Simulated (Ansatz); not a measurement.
# Cu2Rh: the cost of one run

Computed with Ansatz 0.2.0 (DFT PBE, scalar-relativistic, plane waves, PAW, unless a step's input says otherwise).

### 1 The structure to begin with

The structure is hexagonal, space group P6/mmm (No. 191). The conventional cell has a = 3.878 Å, b = 3.878 Å, c = 2.728 Å, α = 90.00°, β = 90.00°, γ = 120.00°. Cu (site symmetry -6m2) is surrounded by 3 Cu at 2.24 Å. Rh (site symmetry 6/mmm) has 12 Cu at 2.62 Å and 2 Rh at 2.73 Å as nearest neighbours.

Structure file:

```cif
data_structure
_symmetry_space_group_name_H-M 'P 1'
_symmetry_Int_Tables_number 1
_cell_length_a 3.8784
_cell_length_b 3.8784
_cell_length_c 2.7280
_cell_angle_alpha 90.000
_cell_angle_beta 90.000
_cell_angle_gamma 120.000
_cell_volume 35.54
loop_
_atom_site_label
_atom_site_type_symbol
_atom_site_fract_x
_atom_site_fract_y
_atom_site_fract_z
_atom_site_occupancy
Cu1 Cu 0.33333 0.66667 0.50000 1
Cu2 Cu 0.66667 0.33333 0.50000 1
Rh1 Rh 0.00000 0.00000 0.00000 1
```

This is candidate A: TbCd2 type (P6/mmm, No. 191).

(A quick probe on a coarse mesh, which set the mesh and smearing, is not shown.)

### 3 Coarse relaxation (candidate A)

input.yaml reads:

```yaml
crystal:
  lattice:
    - [3.8784393562, 0.0, 0.0]
    - [-1.9392196781, 3.3588270095, 0.0]
    - [0.0, 0.0, 2.7279553964]
  atoms:
    - { symbol: Cu, position: [0.3333333333, 0.6666666667, 0.5] }
    - { symbol: Cu, position: [0.6666666667, 0.3333333333, 0.5] }
    - { symbol: Rh, position: [0.0, 0.0, 0.0] }
basis:
  ecutwfc: 420
kpoints:
  mp_grid: { grid: [6, 6, 6] }
hamiltonian:
  xc: pbe
scf:
  occupations: { method: gaussian, width: 0.1 }
  lower_state_search: "off"
output:
  forces: true
  stress: true
  eigenvalues: true
relax:
  adjacent_minimum: "off"
  f_tol: 0.04
  max_steps: 70
  cell: { stress_tol: 0.4 }
```

On the command line:

```console
ansatz run input.yaml --threads 1 --pin off --max-ram 2560MiB --backend cpu --events-out ev --progress --plain --runs-dir out
```

**Question.** How long does this run take on 1 thread of Intel Xeon Platinum 8259CL at 2.50GHz (Skylake/Cascade Lake), shared host, and how much memory does it need?

About 27 s, with a peak of 0.39 GiB.
